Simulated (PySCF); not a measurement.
# CH3F3Sn (SnMeF3): the cost of one run

Programs: PySCF 2.14.0, with routines of our own; each step states its level. All values are computed. Atoms count from 0.

## (1) The starting structure

8 atoms, charge 0, multiplicity 1; geometry from: GFN2-xTB.

## (2) Optimising the geometry at PBE0-D3(BJ)/def2-SVP

The job: settings as JSON, then the geometry in Å.

```
{"job": {"xc": "PBE0", "basis": "def2-SVP", "d3": "d3bj", "grid": 1, "maxiter": 30, "shake": 0.03, "kind": "geom"}, "charge": 0, "multiplicity": 1}
Sn     0.059400    -0.072500    -0.886580
C     -0.014640    -0.017820     1.281350
H     -1.095550     0.051470     1.569850
H      0.677240     0.867970     1.586430
H      0.458580    -0.957050     1.554700
F      1.772370     0.001030    -1.731910
F     -0.850740     1.556040    -1.719210
F     -0.868440    -1.514800    -1.738350
```

On the command line:

```console
$ OMP_NUM_THREADS=1 python heavy_run.py task.json out
```

This one command runs all jobs of the session in turn.

Q: Estimate the wall time and peak memory of this first job on 1 thread of Arm Neoverse V2, shared host.

About 28 s, with a peak of 0.39 GiB.
